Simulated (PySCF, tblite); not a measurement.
# C₄H₄F₃N: dynamics, then NMR shifts on frames, part 2 of 2

tblite 0.8.0 and PySCF 2.14.0. Atoms count from 0.

## (5) NMR shieldings: 625 fs, PBE0/pcSseg-1

What the job is given:

```
{"job": {"kind": "nmr", "xc": "PBE0", "basis": "pcSseg-1", "pop": false}, "charge": 0, "multiplicity": 1}
N     -2.740500     0.551600     2.145700
C     -2.688400    -0.237100     1.201800
C     -1.489900    -0.556800     0.274400
F     -1.758500    -1.729200    -0.309800
C     -0.279200     0.133900     0.139200
C      0.876100    -0.470500    -0.556200
F      1.788300     0.534100    -0.933100
F      1.573000    -1.189400     0.385900
H     -1.902200     1.076400     2.382400
H     -3.577500    -0.771600     0.880100
H     -0.044100     0.941600     0.746400
H      0.473200    -1.180100    -1.370200
```

Level: GIAO PBE0/pcSseg-1 NMR shielding, non-relativistic, gas phase.

The log of the run:

```text
coarse grid: 11144 points
cycle   1  E = -508.2551192757  dE =  1.081e+00  |g| = 8.791e-01  |ddm| = 3.112e+00
cycle   2  E = -508.0246913931  dE =  2.304e-01  |g| = 1.450e+00  |ddm| = 1.576e+00
cycle   3  E = -508.3916027866  dE = -3.669e-01  |g| = 1.344e-01  |ddm| = 1.094e+00
cycle   4  E = -508.3943772417  dE = -2.774e-03  |g| = 8.358e-02  |ddm| = 1.671e-01
cycle   5  E = -508.3958289631  dE = -1.452e-03  |g| = 1.724e-02  |ddm| = 6.956e-02
cycle   6  E = -508.3958837335  dE = -5.477e-05  |g| = 5.356e-03  |ddm| = 1.706e-02
cycle   7  E = -508.3958894116  dE = -5.678e-06  |g| = 2.349e-03  |ddm| = 5.457e-03
final grid: 112128 points
cycle   8  E = -508.4613002422  dE = -3.859e-05  |g| = 8.478e-03  |ddm| = 2.470e-02
cycle   9  E = -508.4612786693  dE =  2.157e-05  |g| = 1.376e-02  |ddm| = 1.614e-02
cycle  10  E = -508.4613150331  dE = -3.636e-05  |g| = 1.568e-03  |ddm| = 9.952e-03
cycle  11  E = -508.4613155785  dE = -5.454e-07  |g| = 5.597e-04  |ddm| = 1.722e-03
cycle  12  E = -508.4613156480  dE = -6.955e-08  |g| = 1.751e-04  |ddm| = 5.241e-04
cycle  13  E = -508.4613156534  dE = -5.387e-09  |g| = 5.397e-05  |ddm| = 1.458e-04
cycle  14  E = -508.4613156540  dE = -5.708e-10  |g| = 1.696e-05  |ddm| = 5.577e-05
converged SCF energy = -508.4613156540

GIAO shielding tensors (ppm)
atom      isotropic    diamagn.    paramagn.     s11        s22        s33       span
  0 N      -89.087     325.153    -414.240   -430.028    -98.074    260.841    690.868
  1 C       24.674     250.262    -225.588    -73.386     45.892    101.515    174.901
  2 C        5.730     252.171    -246.441    -90.736     33.473     74.452    165.188
  3 F      268.438     475.564    -207.126    150.941    244.885    409.489    258.548
  4 C       71.322     258.821    -187.499    -27.721     86.815    154.872    182.594
  5 C       62.165     239.854    -177.689     40.244     51.110     95.142     54.898
  6 F      289.656     472.990    -183.333    161.427    342.528    365.013    203.586
  7 F      263.626     473.817    -210.191    135.703    307.356    347.820    212.117
  8 H       19.854      36.367     -16.513      9.198     23.728     26.635     17.437
  9 H       23.781      26.042      -2.261     21.827     22.380     27.138      5.311
 10 H       26.179      35.390      -9.211     23.067     25.447     30.023      6.956
 11 H       23.416      26.742      -3.326     20.906     23.568     25.776      4.870
```

It took 15 s on 1 thread of Arm Neoverse V1, shared host; peak memory 0.73 GiB.

In short: δ C2 181.2, C1 162.3, C5 124.8, C4 115.6, H8 11.86, H11 8.30 ppm.

## (6) Shielding tensors: 800 fs, PBE0/pcSseg-1

What the job is given:

```
{"job": {"kind": "nmr", "xc": "PBE0", "basis": "pcSseg-1", "pop": false}, "charge": 0, "multiplicity": 1}
N     -2.507000     0.914400     1.905400
C     -2.386300    -0.199900     1.384300
C     -1.497200    -0.540700     0.289500
F     -2.144100    -1.198900    -0.629100
C     -0.227300    -0.185400     0.282300
C      0.731600    -0.298600    -1.000400
F      0.858500     0.908100    -1.505500
F      1.878100    -0.864900    -0.765700
H     -1.816900     1.595900     1.604400
H     -3.152900    -0.873900     1.566900
H      0.168400     0.200400     1.252700
H      0.154200    -0.884800    -1.705100
```

With the program's defaults for keys left out, this is: GIAO PBE0/pcSseg-1 NMR shielding, non-relativistic, gas phase.

The log of the run:

```text
coarse grid: 11144 points
cycle   1  E = -508.2907450730  dE =  1.442e+00  |g| = 7.891e-01  |ddm| = 3.158e+00
cycle   2  E = -508.1850609276  dE =  1.057e-01  |g| = 1.125e+00  |ddm| = 1.234e+00
cycle   3  E = -508.3931415219  dE = -2.081e-01  |g| = 1.341e-01  |ddm| = 7.991e-01
cycle   4  E = -508.3963873082  dE = -3.246e-03  |g| = 6.550e-02  |ddm| = 1.419e-01
cycle   5  E = -508.3972723811  dE = -8.851e-04  |g| = 1.166e-02  |ddm| = 5.400e-02
cycle   6  E = -508.3972962202  dE = -2.384e-05  |g| = 3.911e-03  |ddm| = 1.231e-02
cycle   7  E = -508.3972991818  dE = -2.962e-06  |g| = 1.256e-03  |ddm| = 3.631e-03
final grid: 112128 points
cycle   8  E = -508.4601677746  dE = -4.018e-05  |g| = 6.693e-03  |ddm| = 3.044e-02
cycle   9  E = -508.4601608066  dE =  6.968e-06  |g| = 9.295e-03  |ddm| = 1.246e-02
cycle  10  E = -508.4601770771  dE = -1.627e-05  |g| = 1.448e-03  |ddm| = 7.349e-03
cycle  11  E = -508.4601775118  dE = -4.347e-07  |g| = 3.384e-04  |ddm| = 1.379e-03
cycle  12  E = -508.4601775340  dE = -2.226e-08  |g| = 1.388e-04  |ddm| = 3.470e-04
cycle  13  E = -508.4601775373  dE = -3.261e-09  |g| = 3.215e-05  |ddm| = 1.011e-04
cycle  14  E = -508.4601775375  dE = -1.844e-10  |g| = 1.208e-05  |ddm| = 3.468e-05
converged SCF energy = -508.4601775375

GIAO shielding tensors (ppm)
atom      isotropic    diamagn.    paramagn.     s11        s22        s33       span
  0 N     -120.145     326.447    -446.592   -483.196   -113.156    235.917    719.113
  1 C       21.064     251.655    -230.591    -87.718     25.654    125.256    212.974
  2 C       20.334     251.561    -231.227    -82.885     48.875     95.010    177.895
  3 F      296.969     474.894    -177.925    202.984    251.981    435.942    232.958
  4 C       70.744     260.623    -189.879    -24.240     95.597    140.876    165.116
  5 C       78.414     237.277    -158.862     56.919     76.591    101.733     44.814
  6 F      311.862     472.583    -160.721    219.102    312.182    404.301    185.199
  7 F      330.331     470.178    -139.847    248.643    323.480    418.871    170.228
  8 H       20.173      36.397     -16.224      7.969     24.486     28.064     20.096
  9 H       24.372      27.984      -3.611     22.058     23.550     27.510      5.452
 10 H       25.546      32.775      -7.229     23.638     24.584     28.414      4.776
 11 H       25.250      28.983      -3.733     23.071     24.749     27.930      4.859
```

Wall time 14 s (1 thread of Arm Neoverse V1, shared host); peak memory 0.73 GiB.

In short: δ C2 166.6, C1 165.9, C4 116.2, C5 108.5, H8 11.54, H9 7.34 ppm.

## (7) NMR shieldings: 1000 fs, PBE0/pcSseg-1

What the job is given:

```
{"job": {"kind": "nmr", "xc": "PBE0", "basis": "pcSseg-1", "pop": false}, "charge": 0, "multiplicity": 1}
N     -2.345200    -0.390100     2.802200
C     -2.417700    -0.537200     1.562300
C     -1.340300    -0.675700     0.481400
F     -1.728400    -1.481200    -0.516100
C     -0.157500    -0.078200     0.315900
C      0.707900    -0.305300    -0.847800
F      0.846000     0.926900    -1.468600
F      1.947500    -0.690800    -0.578400
H     -1.357900    -0.468200     3.014600
H     -3.416000    -0.499500     1.127700
H      0.387500     0.461000     1.127100
H      0.353500    -0.984500    -1.536800
```

With the program's defaults for keys left out, this is: GIAO PBE0/pcSseg-1 NMR shielding, non-relativistic, gas phase.

The log of the run:

```text
coarse grid: 11144 points
cycle   1  E = -508.2800019459  dE =  1.264e+00  |g| = 8.408e-01  |ddm| = 3.128e+00
cycle   2  E = -508.0902152915  dE =  1.898e-01  |g| = 1.342e+00  |ddm| = 1.497e+00
cycle   3  E = -508.3997571373  dE = -3.095e-01  |g| = 1.512e-01  |ddm| = 1.023e+00
cycle   4  E = -508.4037355935  dE = -3.978e-03  |g| = 7.713e-02  |ddm| = 1.640e-01
cycle   5  E = -508.4049204396  dE = -1.185e-03  |g| = 1.545e-02  |ddm| = 6.351e-02
cycle   6  E = -508.4049645667  dE = -4.413e-05  |g| = 4.377e-03  |ddm| = 1.509e-02
cycle   7  E = -508.4049679277  dE = -3.361e-06  |g| = 1.515e-03  |ddm| = 3.943e-03
final grid: 112128 points
cycle   8  E = -508.4704197957  dE = -4.272e-05  |g| = 7.759e-03  |ddm| = 2.663e-02
cycle   9  E = -508.4704093755  dE =  1.042e-05  |g| = 1.128e-02  |ddm| = 1.420e-02
cycle  10  E = -508.4704318251  dE = -2.245e-05  |g| = 1.334e-03  |ddm| = 8.143e-03
cycle  11  E = -508.4704321771  dE = -3.520e-07  |g| = 4.716e-04  |ddm| = 1.397e-03
cycle  12  E = -508.4704322240  dE = -4.696e-08  |g| = 1.692e-04  |ddm| = 4.705e-04
cycle  13  E = -508.4704322292  dE = -5.151e-09  |g| = 3.948e-05  |ddm| = 1.266e-04
cycle  14  E = -508.4704322295  dE = -2.814e-10  |g| = 1.466e-05  |ddm| = 4.260e-05
converged SCF energy = -508.4704322295

GIAO shielding tensors (ppm)
atom      isotropic    diamagn.    paramagn.     s11        s22        s33       span
  0 N      -80.972     327.802    -408.773   -375.188   -127.031    259.303    634.491
  1 C       17.592     249.978    -232.386    -91.712     35.192    109.297    201.009
  2 C       16.839     253.187    -236.348    -77.987     47.506     80.999    158.986
  3 F      283.538     476.017    -192.479    190.912    274.841    384.862    193.950
  4 C       75.301     259.019    -183.718    -10.001     84.614    151.288    161.289
  5 C       74.284     237.010    -162.726     53.260     69.002    100.590     47.330
  6 F      290.964     473.648    -182.684    156.424    344.400    372.067    215.643
  7 F      315.062     471.236    -156.174    214.453    325.429    405.303    190.851
  8 H       21.608      36.641     -15.032     12.760     23.934     28.131     15.371
  9 H       23.833      25.865      -2.032     21.819     23.063     26.617      4.798
 10 H       25.670      31.806      -6.136     23.846     25.127     28.037      4.191
 11 H       26.050      30.570      -4.520     23.752     25.223     29.175      5.423
```

It took 14 s on 1 thread of Arm Neoverse V1, shared host; peak memory 0.73 GiB.

This run: δ C2 170.1, C1 169.3, C5 112.6, C4 111.6, H8 10.11, H9 7.88 ppm.

## (8) Side by side: NMR shifts

Shifts (ppm) of some atoms, chosen among heavy atoms and hydrogens apart, with basis size and wall time:

| frame | C1 | H8 | H11 | N0 | F6 | F3 | F7 | functions | time |
| --- | --- | --- | --- | --- | --- | --- | --- | --- | --- |
| 250 fs | 163.9 | 14.76 | 7.67 | 416.4 | -113.7 | -115.0 | -122.5 | 156 | 15 s |
| 425 fs | 183.3 | 14.04 | 7.97 | 417.6 | -139.3 | -127.2 | -89.6 | 156 | 16 s |
| 625 fs | 162.3 | 11.86 | 8.30 | 356.8 | -118.7 | -97.5 | -92.7 | 156 | 15 s |
| 800 fs | 165.9 | 11.54 | 6.47 | 387.9 | -140.9 | -126.0 | -159.4 | 156 | 14 s |
| 1000 fs | 169.3 | 10.11 | 5.67 | 348.7 | -120.0 | -112.6 | -144.1 | 156 | 14 s |

## (9) Results

This closing draws on all 2 parts.

| quantity | value |
| --- | --- |
| thermostat | 400 K |
| mean temperature, second half | 360 K |
| mean potential energy above the minimum | 0.53 eV |
| 13C shifts against TMS (PBE0/pcSseg-1, 250 fs) | 170.3, 163.9, 121.5, 114.4 ppm |
| 1H shifts against TMS (PBE0/pcSseg-1, 250 fs) | 14.76, 8.05, 7.67, 6.43 ppm |
| 15N shifts against NH3 (PBE0/pcSseg-1, 250 fs) | 416.4 ppm |
| 19F shifts against CFCl3 (PBE0/pcSseg-1, 250 fs) | -113.7, -115.0, -122.5 ppm |
| range of the shift of F7 | -159.4 to -89.6 ppm |

What this shows: In the second half the potential energy averages 0.53 eV above the minimum; equipartition over 30 harmonic modes at 400 K would give 0.52 eV. With 12 atoms the temperature swings widely (206 to 607 K). Shifts at one fixed geometry are not the observed spectrum, which averages over the motion. In the first frame run (250 fs): The widest tensor belongs to N0: span 844 ppm, with a paramagnetic part of -470 ppm. In ppm, F7 moves most: its shift spreads over 69.8 ppm, from -159.4 (800 fs) to -89.6 (425 fs).
